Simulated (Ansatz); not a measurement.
# FGeH₅O₂Si: up Jacob's ladder to CCSD(T)

Aim: compute FGeH₅O₂Si with functionals from several rungs and with coupled cluster, and see how far each lands from CCSD(T) at the basis-set limit for the atomisation energy.

Program: Ansatz 0.2.0, Gaussian basis. Level of theory: functionals in def2-TZVPP, the program's frozen cores in correlated methods. These are calculated values, not measurements.

The runs, in order: PBE-D4, r2SCAN-D4, PBE0-D4, B3LYP-D4, ωB97X-V, ωB97M-V, B2PLYP; CCSD(T)/def2-TZVPP; MP2/def2-QZVPP; extrapolation to the limit.

**1. The relaxed structure**

The geometry comes from an earlier relaxation with PBE0-D4 in a triple-zeta def2 set; it is a stationary point, not always the lowest conformer.

SMILES `[OH][GeH2][SiH](O)F`, 10 atoms, charge 0, spin multiplicity 1.

Atoms are counted from 1 here; the program's logs count them from 0.

Bond lengths: O1–Ge2 1.790 Å, O1–H6 0.961 Å, Ge2–Si3 2.388 Å, Ge2–H7 1.544 Å, Ge2–H8 1.535 Å, Si3–O4 1.639 Å, Si3–F5 1.601 Å, Si3–H9 1.486 Å, O4–H10 0.959 Å. Angles: Ge2–O1–H6 111.1°, O1–Ge2–Si3 106.4°, O1–Ge2–H7 110.0°, O1–Ge2–H8 104.5°, Si3–Ge2–H7 111.6°, Si3–Ge2–H8 114.3°, H7–Ge2–H8 109.8°, Ge2–Si3–O4 103.1°, Ge2–Si3–F5 110.9°, Ge2–Si3–H9 116.5°, O4–Si3–F5 110.6°, O4–Si3–H9 110.6°, F5–Si3–H9 105.3°, Si3–O4–H10 119.2°.

**2. PBE-D4 (GGA)**

Input file in.yaml:

```yaml
crystal:
  periodic: [false, false, false]
  atoms:
    - {symbol: O, position_ang: [-0.700811, -1.501390, -1.507316]}
    - {symbol: Ge, position_ang: [0.595587, -1.221132, -0.305857]}
    - {symbol: Si, position_ang: [0.329608, 1.024655, 0.461380]}
    - {symbol: O, position_ang: [-1.296944, 1.183250, 0.586854]}
    - {symbol: F, position_ang: [1.027095, 1.225868, 1.888799]}
    - {symbol: H, position_ang: [-1.540469, -1.152008, -1.198181]}
    - {symbol: H, position_ang: [0.469581, -2.234778, 0.851412]}
    - {symbol: H, position_ang: [1.897531, -1.474230, -1.078310]}
    - {symbol: H, position_ang: [0.893344, 2.093030, -0.404507]}
    - {symbol: H, position_ang: [-1.674522, 2.056725, 0.705726]}
basis:
  gaussian: {orbitals: def2-TZVPP}
hamiltonian: {xc: pbe, dispersion: d4}
output: {forces: true, orbitals: {seedname: orbitals}}
```

On the command line:

```console
$ ansatz run in.yaml --threads 2 --pin off --events-out ev --progress --plain --max-ram 32768MiB --backend cpu
```

Further steps of the session: r2SCAN-D4 (meta-GGA); PBE0-D4 (hybrid); B3LYP-D4 (hybrid); ωB97X-V (range-separated); ωB97M-V (range-separated); B2PLYP (double hybrid); CCSD(T) in def2-TZVPP; MP2 in def2-QZVPP.

**Question.** What will the summary of the whole plan be? Wanted: atomisation energy, CCSD(T)/CBS; farthest; mean size of error, hybrid; mean size of error, range-separated; gap, smallest and largest; T1 diagnostic; triples share of the correlation energy.

The runs gave:

```
                               quantity                                 value
        atomisation energy, CCSD(T)/CBS                         3500.9 kJ/mol
 functionals within 35.0 kJ/mol (1.0 %)            PBE-D4, r2SCAN-D4, ωB97X-V
                               farthest                PBE0-D4 (-88.5 kJ/mol)
             mean size of error, hybrid                           73.6 kJ/mol
    mean size of error, range-separated                           24.3 kJ/mol
              gap, smallest and largest  5.03 eV (PBE-D4), 11.60 eV (ωB97X-V)
                          T1 diagnostic                                0.0123
triples share of the correlation energy                                 3.3 %
```

In words: PBE-D4 misses by -11.1 kJ/mol. Double hybrids carry the basis error of their MP2 part in triple zeta, and no dispersion term here, so their miss is partly the set-up's. Misses under about 35.0 kJ/mol are within the doubt on the reference itself, which lacks core-valence correlation, relativity and higher excitations, and its outer-core shells are covered unevenly. Hartree-Fock recovers 70 % of the binding; the rest is correlation. Orbital gaps span 5.0 to 11.6 eV; exact exchange widens them. Correlated methods include outer-core shells of Ge, which these sets cover unevenly.
